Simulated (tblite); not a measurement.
# C5H11FO3Si: the cost of one run

Programs: tblite 0.8.0 and PySCF 2.14.0, with density-fitted response routines of our own. Each step states its level of theory. These are calculated values for one molecule in the gas phase, unless marked as measured. Atoms count from 0, in the outputs and in this text.

## 1. The starting structure

21 atoms, charge 0, multiplicity 1; geometry from: force field or distance geometry start.

Bonds of the start (Å): C0–C1 1.50, C1–O2 1.23, C1–O3 1.35, O3–Si4 1.66, Si4–O5 1.67, O5–C6 1.43, C6–C7 1.53, C6–C8 1.53, C8–F9 1.35, C0–H10 1.10, C0–H11 1.09, C0–H12 1.08, Si4–H13 1.48, Si4–H14 1.48, C6–H15 1.09, C7–H16 1.10, C7–H17 1.09, C7–H18 1.10, C8–H19 1.09, C8–H20 1.10.

## 2. Relaxing the molecule with GFN2-xTB

Job settings and geometry (Å):

```
{"job": {"kind": "relax", "xc": "GFN2-xTB", "basis": "xTB"}, "charge": 0, "multiplicity": 1}
C      3.409700     1.409600    -0.546300
C      2.856200     0.036100    -0.327100
O      3.483600    -0.995000    -0.586300
O      1.624500     0.114900     0.217800
Si     0.713700    -1.227000     0.580700
O     -0.820100    -0.751600     1.036000
C     -1.809600    -0.472600     0.040300
C     -3.154200    -0.731800     0.712800
C     -1.730500     0.976600    -0.428300
F     -0.692300     1.115500    -1.287400
H      2.740300     1.958600    -1.226600
H      3.489000     1.933900     0.410600
H      4.387400     1.344600    -0.992400
H      1.328900    -1.971700     1.696000
H      0.581500    -2.094200    -0.612000
H     -1.710200    -1.154500    -0.799800
H     -3.985900    -0.564500     0.014800
H     -3.301100    -0.095500     1.582300
H     -3.215900    -1.766600     1.074600
H     -2.632300     1.275500    -0.967500
H     -1.571600     1.676500     0.407200
```

Started as:

```console
$ OMP_NUM_THREADS=1 python probes_run.py task.json out
```

The driver reads the jobs from task.json and runs them one after another.

Q: Estimate the wall time of this first job on 1 thread of Arm Neoverse N1, shared host.

About 2.9 s.
